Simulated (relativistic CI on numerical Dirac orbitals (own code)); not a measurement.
# Dy: one ion under different settings

How much do the settings matter for Dy? One ion, several inputs.

Method: Dirac-Coulomb-Breit CI, KLI orbitals optimised for each configuration, model QED (radiative potential, 1s self-energy scaled to tabulated hydrogen-like ionisation energies), numerical settings as typed. Code: relativistic CI on numerical Dirac orbitals (own code) version 3.

## Step 1: What is computed

```
ion            : Dy (Dy I)
nuclear charge : 66
electrons      : 66
isotope        : A = 164
```

## Step 2: The usual input

The run's settings:

```ini
atom Dy  Z=66  charge=0  electrons=66
nucleus A=164  rms_radius_fm=5.2218
hamiltonian dirac-coulomb  breit=on  qed=on  c_scale=1
orbitals kli  potential=per-configuration
slater_scale 1
correlation none
mixing on
grid step=0.0125 r_max=323.6
scf mixing=0.4 start=green max_iterations=150 tolerance=2e-08 node_fill=0.05
configurations
  [Xe] 4f10 6s2
  [Xe] 4f10 7s2
  [Xe] 4f11 6s
end
```

The run is started by

```sh
python run_levels.py task.json out
```

One command runs all members of the session, one after another, from task.json.

## Step 3: Node fill 0.2, QED terms off

The run's settings:

```ini
atom Dy  Z=66  charge=0  electrons=66
nucleus A=164  rms_radius_fm=5.2218
hamiltonian dirac-coulomb  breit=on  qed=off  c_scale=1
orbitals kli  potential=per-configuration
slater_scale 1
correlation none
mixing on
grid step=0.0125 r_max=323.6
scf mixing=0.4 start=green max_iterations=150 tolerance=2e-08 node_fill=0.2
configurations
  [Xe] 4f10 6s2
  [Xe] 4f10 7s2
  [Xe] 4f11 6s
end
```

## Step 4: Start potential thomas-fermi, tolerance 0.0001, potential mixing 0.1

The run's settings:

```ini
atom Dy  Z=66  charge=0  electrons=66
nucleus A=164  rms_radius_fm=5.2218
hamiltonian dirac-coulomb  breit=on  qed=on  c_scale=1
orbitals kli  potential=per-configuration
slater_scale 1
correlation none
mixing on
grid step=0.0125 r_max=323.6
scf mixing=0.1 start=thomas-fermi max_iterations=150 tolerance=0.0001 node_fill=0.05
configurations
  [Xe] 4f10 6s2
  [Xe] 4f10 7s2
  [Xe] 4f11 6s
end
```

## Step 5: Slater scale 0.6

The run's settings:

```ini
atom Dy  Z=66  charge=0  electrons=66
nucleus A=164  rms_radius_fm=5.2218
hamiltonian dirac-coulomb  breit=on  qed=on  c_scale=1
orbitals kli  potential=per-configuration
slater_scale 0.6
correlation none
mixing on
grid step=0.0125 r_max=323.6
scf mixing=0.4 start=green max_iterations=150 tolerance=2e-08 node_fill=0.05
configurations
  [Xe] 4f10 6s2
  [Xe] 4f10 7s2
  [Xe] 4f11 6s
end
```

(Steps that only read results are left out.)

What does the calculation give? Wanted: lowest level, usual settings; total energy; first excitation.

As calculated:

| setting | total energy less usual (Ha) | largest shift of a level among the lowest eight of both runs, same label and place (cm⁻¹) | SCF iterations | time | lowest level | kind of change |
| --- | --- | --- | --- | --- | --- | --- |
| usual | 0 | 0 | 108 | 0.59 s | 4f10 6s2 5I8 | - |
| node fill 0.2, QED terms off | -7.73 | 668 | 102 | 0.55 s | 4f10 6s2 5I8 | model term |
| start potential thomas-fermi, tolerance 0.0001, potential mixing 0.1 | -6.26e-06 | 0.165 | 132 | 0.71 s | 4f10 6s2 5I8 | numerical |
| Slater scale 0.6 | 0.0792 | 7510 | 108 | 0.6 s | 4f10 6s2 5I8 | model term |

| quantity | value |
| --- | --- |
| lowest level, usual settings | 4f10 6s2 5I8 |
| total energy | -12142.4034 Ha |
| first excitation | 4194.5 cm⁻¹ |

What this shows: Among the runs whose levels can be followed, they move most under «Slater scale 0.6» (model term), by up to 7510 cm⁻¹. No visible change in the result comes from «start potential thomas-fermi, tolerance 0.0001, potential mixing 0.1». Only the listed configurations are in the model. In a near-neutral ion this small CI can misplace whole configurations by 10,000 cm⁻¹ or more, above all where the count of f electrons changes.
